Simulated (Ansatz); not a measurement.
# Ta2AlN3: the cost of one run

Method: DFT PBE, scalar-relativistic, plane waves, PAW, in Ansatz 0.2.0.

## 1. The system as given

The structure is hexagonal, space group P6/mmm (No. 191). The conventional cell has a = 5.483 Å, b = 5.483 Å, c = 3.072 Å, α = 90.00°, β = 90.00°, γ = 120.00°. Ta (site symmetry -6m2) has 6 N at 2.21 Å as nearest neighbours. Around Al (site symmetry 6/mmm) lie 6 N at 2.74 Å and 2 Al at 3.07 Å. N (site symmetry mmm) is surrounded by 4 Ta at 2.21 Å and 2 Al at 2.74 Å.

As a file:

```
CELL_PARAMETERS angstrom
5.48346 0.00000 0.00000
-2.74173 4.74882 0.00000
0.00000 0.00000 3.07184
ATOMIC_POSITIONS crystal
Ta 0.33333 0.66667 0.50000
Ta 0.66667 0.33333 0.50000
Al 0.00000 0.00000 0.00000
N 0.50000 0.00000 0.00000
N 0.50000 0.50000 0.00000
N 0.00000 0.50000 0.00000
```

The start is an ordering of an alloy on its end members' structure types: elements ordered on the sites of the TaN type, Ta/Al on Ta (P6/mmm, No. 191).

## 2. A first look at the guess

input.yaml

```yaml
crystal:
  lattice:
    - [5.48345955, 0.0, 0.0]
    - [-2.74172977, 4.74881527, 0.0]
    - [0.0, 0.0, 3.07183597]
  atoms:
    - { symbol: Ta, position: [0.33333333, 0.66666667, 0.5] }
    - { symbol: Ta, position: [0.66666667, 0.33333333, 0.5] }
    - { symbol: Al, position: [0.0, 0.0, 0.0] }
    - { symbol: "N", position: [0.5, 0.0, 0.0] }
    - { symbol: "N", position: [0.5, 0.5, 0.0] }
    - { symbol: "N", position: [0.0, 0.5, 0.0] }
basis:
  ecutwfc: 420
kpoints:
  mp_grid: { grid: [6, 6, 6] }
hamiltonian:
  xc: pbe
scf:
  occupations: { method: gaussian, width: 0.1 }
  lower_state_search: "off"
output:
  forces: true
  stress: true
  eigenvalues: true
```

On the command line:

```sh
$ ansatz run input.yaml --threads 1 --pin off --max-ram 2560MiB --backend cpu --events-out ev --progress --plain --runs-dir out
```

Q: Estimate wall time and peak memory on 1 thread of Intel Xeon 6975P-C (Granite Rapids), shared host.

About 1.7 s, with a peak of 0.4 GiB.
